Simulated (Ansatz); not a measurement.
What does this script print? It uses Ansatz 0.2.0, Python API.

The script, `slab_rb.py`:
```python
import ansatz as az
from ase import Atoms
from ase.build import surface
import numpy as np

atoms = Atoms(
    ["Rb"],
    scaled_positions=[
        (0.0, 0.0, 0.0),
    ],
    cell=[
        (-2.95451, 2.95451, 2.73085),
        (2.95451, -2.95451, 2.73085),
        (2.95451, 2.95451, -2.73085),
    ],
    pbc=True,
)
slab = surface(atoms, (1, 0, 1), 5, vacuum=8.0)
slab.pbc = True

print(slab.get_chemical_formula(), "area {:.3f} A^2, cell height {:.2f} A".format(np.linalg.norm(np.cross(slab.cell[0], slab.cell[1])), slab.cell[2, 2]))


def prepared(structure):
    return (
        az.Crystal.from_ase(structure).calculation()
        .functional("pbesol")
        .occupations("methfessel_paxton", width=0.05)
        .basis(420)
    )


setup = (
    prepared(slab)
    .kpoints(2, 4, 1)
    .electric_field(axis=3, dipole_correction=True)
    .potential()
    .forces()
)
out = setup.run()
report = out.report

print(f"slab free energy {report['free_energy_ev']:.4f} eV, Fermi level {report['fermi_energy_ev']:.3f} eV")
face = report["work_function"]
print("work function (eV), upper and lower face:", *(round(face[k], 3) for k in ("phi_plus_ev", "phi_minus_ev") if face.get(k) is not None))
print(f"dipole {face['dipole_moment_e_ang']:+.4f} e A")

bulk = prepared(atoms).kpoints(6, 6, 6).run().report
excess = report["free_energy_ev"] - bulk["free_energy_ev"] * len(slab) / len(atoms)
area = np.linalg.norm(np.cross(slab.cell[0], slab.cell[1]))
print(f"mean surface energy {excess / (2 * area) * 16.02177:.3f} J/m^2 ({1000 * excess / (2 * area):.1f} meV/A^2)")

v = out.potential()
profile = (v.v_es_ev + (0 if v.v_field_ev is None else v.v_field_ev)).mean(axis=(0, 1))
height = out.lattice.cell_ang[2][2]
print("z (A)   planar potential less the Fermi level (eV)")
for i in range(0, len(profile), max(len(profile) // 24, 1)):
    print(f"{i * height / len(profile):6.2f} {profile[i] - report['fermi_energy_ev']:9.3f}")
```

```console
$ python slab_rb.py
Rb5 area 40.084 A^2, cell height 25.52 A
RunWarning: efield: at this solve's end the planar-averaged density reaches 1.21e-5 e/Å³ inside the ramp window [0.9108, 0.0892] (bound 1e-5 e/Å³); the window's nearer edge stands 5.72 Å from this solve's nearest atom along the axis. Its work functions, free [...]
RunWarning: The output density's exchange-correlation potential varies sharply where the density is thin. Do not read a vacuum level from v_tot or v_xc, or from such a field of the output density. On a cell that repeats whose density bears no net charge and [...]
slab free energy -16084.4082 eV, Fermi level -0.287 eV
work function (eV), upper and lower face: 2.106 2.106
dipole -0.0000 e A
mean surface energy 0.088 J/m^2 (5.5 meV/A^2)
z (A)   planar potential less the Fermi level (eV)
  0.00     2.106
  0.99     2.106
  1.98     2.106
  2.98     2.104
  3.97     2.094
  4.96     2.047
  5.95     1.852
  6.95     1.004
  7.94    -4.050
  8.93     0.448
  9.92    -1.679
 10.91    -1.100
 11.91     0.387
 12.90    -3.669
 13.89     0.769
 14.88    -3.086
 15.88     0.015
 16.87    -0.588
 17.86    -2.636
 18.85     1.409
 19.85     1.936
 20.84     2.068
 21.83     2.098
 22.82     2.105
 23.81     2.106
 24.81     2.106
```
(Warnings from the package without file and line, shortened.)

Absolute energies stand on the zero of these potentials, so only differences at equal settings mean something. A total without «per atom» is that of the cell as typed. The density doesn't vanish in the vacuum (a short gap or a low cutoff), which blurs the vacuum level. For a metal this k-point mesh is coarse: on a finer one energies can move by several to tens of meV an atom and pressures by half a GPa or more, differences at one mesh by less. An absolute Fermi energy rests on an arbitrary zero of the periodic potential and has no direct meaning. This isn't the structure that Rb takes at ambient conditions. The slab is thin and cut from the structure as given; a cut can leave two unlike or polar faces, and the surface energy is then their mean. Miller indices refer to the vectors of the cell as typed, and the lattice isn't relaxed for this functional, so relaxation and surface energy can hold strain. Hardware and time: 17 s on 1 thread of Arm Neoverse V2, with other jobs on the host, peak memory 0.84 GiB.

(Lines on the test bed's own set-up are left out of the output.)
